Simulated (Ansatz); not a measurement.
# C2H7FOSi: vertical spin-state energies

Which spin state of C2H7FOSi lies lowest at this geometry? Wanted for C2H7FOSi: vertical spin-state energies. SMILES: O[SiH2]CCF.

Program: the Python package of Ansatz 0.2.0. Level of theory: r2SCAN/def2-SVPD. These are calculated values, not measurements.

### Step 1. The structure

Bond lengths: O1–Si2 1.593 Å, Si2–C3 1.847 Å, C3–C4 1.500 Å, C4–F5 1.394 Å, O1–H6 1.008 Å, Si2–H7 1.462 Å, Si2–H8 1.483 Å, C3–H9 1.140 Å, C3–H10 1.129 Å, C4–H11 1.136 Å, C4–H12 1.036 Å. Angles (14 of 19 angles, heavy atoms first): O1–Si2–C3 111.4°, Si2–C3–C4 118.7°, C3–C4–F5 107.3°, O1–Si2–H7 109.6°, O1–Si2–H8 109.1°, C3–Si2–H7 108.2°, C3–Si2–H8 108.9°, Si2–O1–H6 119.7°, Si2–C3–H9 107.6°, Si2–C3–H10 108.4°, C4–C3–H9 109.4°, C4–C3–H10 108.3°, C3–C4–H11 108.6°, C3–C4–H12 115.1°.

The script holds or builds the structure itself.

### Step 2. Script

The input, run_spin.py:

```python
"""Gap between spin states of C2H7FOSi at one geometry."""

import ansatz as az

BASIS = "def2-SVPD"
FUNCTIONAL = "r2scan"

GEOMETRY = """
O    -1.77350    0.92350    0.83250
Si   -0.75650   -0.26380    1.13740
C     0.81650   -0.06480    0.18990
C     0.76440   -0.09980   -1.30860
F    -0.07020    0.93830   -1.71980
H    -1.82030    1.31500   -0.09530
H    -1.36170   -1.53950    0.75660
H    -0.44430   -0.27670    2.58730
H     1.30220    0.90910    0.52910
H     1.54400   -0.85490    0.53740
H     0.19500   -1.02840   -1.63010
H     1.68140   -0.01330   -1.78260
"""

mol = az.Crystal.molecule()
for line in GEOMETRY.strip().splitlines():
    symbol, *xyz = line.split()
    mol = mol.atom(symbol, [float(v) for v in xyz])

model = (
    mol.calculation()
    .basis(gaussian=BASIS)
    .functional(FUNCTIONAL)
)
found = {}
for unpaired in [0, 2]:
    r = model.spin("collinear", total=unpaired).run(threads=1, pin="off").report
    s = unpaired / 2
    found[unpaired] = r["free_energy_ev"]
    print(f"2S+1 = {unpaired + 1}: E = {found[unpaired]:.5f} eV, <S^2> = {abs(r['mean_field']['state']['spin_squared']):.3f} (pure state {s * (s + 1):.2f})")
lowest = min(found, key=found.get)
for unpaired, e in found.items():
    print(f"multiplicity {unpaired + 1}: {23.060548 * (e - found[lowest]):.1f} kcal/mol above the lowest")
```

### Step 3. The input behind the calls

The engine receives this input (first run):

```yaml
crystal:
  periodic: [false, false, false]
  atoms:
    - { symbol: O, position_ang: [-1.7735, 0.9235, 0.8325] }
    - { symbol: Si, position_ang: [-0.7565, -0.2638, 1.1374] }
    - { symbol: C, position_ang: [0.8165, -0.0648, 0.1899] }
    - { symbol: C, position_ang: [0.7644, -0.0998, -1.3086] }
    - { symbol: F, position_ang: [-0.0702, 0.9383, -1.7198] }
    - { symbol: H, position_ang: [-1.8203, 1.315, -0.0953] }
    - { symbol: H, position_ang: [-1.3617, -1.5395, 0.7566] }
    - { symbol: H, position_ang: [-0.4443, -0.2767, 2.5873] }
    - { symbol: H, position_ang: [1.3022, 0.9091, 0.5291] }
    - { symbol: H, position_ang: [1.544, -0.8549, 0.5374] }
    - { symbol: H, position_ang: [0.195, -1.0284, -1.6301] }
    - { symbol: H, position_ang: [1.6814, -0.0133, -1.7826] }
basis:
  gaussian:
    orbitals: def2-SVPD
hamiltonian:
  xc: r2scan
magnetization:
  spin_polarized: true
  initial_magnetization: 0.0
```

### Step 4. Launch

Launch:

```bash
python run_spin.py
```

**Question.** Which spin state is lowest at this geometry, and how far above lie the others?

The runs gave:

| quantity | value |
| --- | --- |
| runs compared | 2 |
| lowest | run 1 (2S+1 = 1) |
| next above it by | 6.839 eV |

In words: In order: multiplicity 1 (+0.00 eV) and multiplicity 3 (+6.84 eV), all at the one geometry. The geometry is a force-field or estimated start, not a minimum of this method, and the basis set is short of its limit. All parts are taken at fixed geometry, without zero-point energy.
